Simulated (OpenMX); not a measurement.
**TaO in OpenMX: the effect of biaxial strain**

TaO:

```
CELL_PARAMETERS angstrom
2.94347 0.00000 0.00000
-1.47174 2.54912 0.00000
0.00000 0.00000 3.85502
ATOMIC_POSITIONS crystal
Ta 0.00000 0.00000 0.50000
O 0.00000 0.00000 0.00000
```

The cell was built by a generator and needn't be a form met in nature.

Alike in all runs:

| Property | Result |
| --- | --- |
| Program | OpenMX 3.8.5 |
| Task | band structure |
| Functional | PBE |
| Potentials or basis | OpenMX 2013 PBE set, Ta7.0-s3p2d2f1, O6.0-s2p2d1, grid cutoff 400 Ry |
| k mesh | 7 × 7 × 5 |
| Occupations | fermi-dirac, width 0.05 eV |
| Spin | no spin polarisation |

```csv
biaxial strain,pressure (GPa)
-4 %,?
-2 %,3.0
0 %,-0.8
2 %,-4.0
4 %,-6.6
```

Task: What does the run with biaxial strain -4 % give?

Result: Pressure 7.5 GPa.

Worked out: A parabola through the other rows of the pressure, of slope -2.35 GPa per % there, extrapolates to 7.4 GPa, against the run's 7.5.

Caveats: the basis of atomic orbitals isn't converged, which shifts pressures, moduli and gaps; an odd number of electrons without spin polarisation forces a metal; a magnetic or distorted state may lie lower.
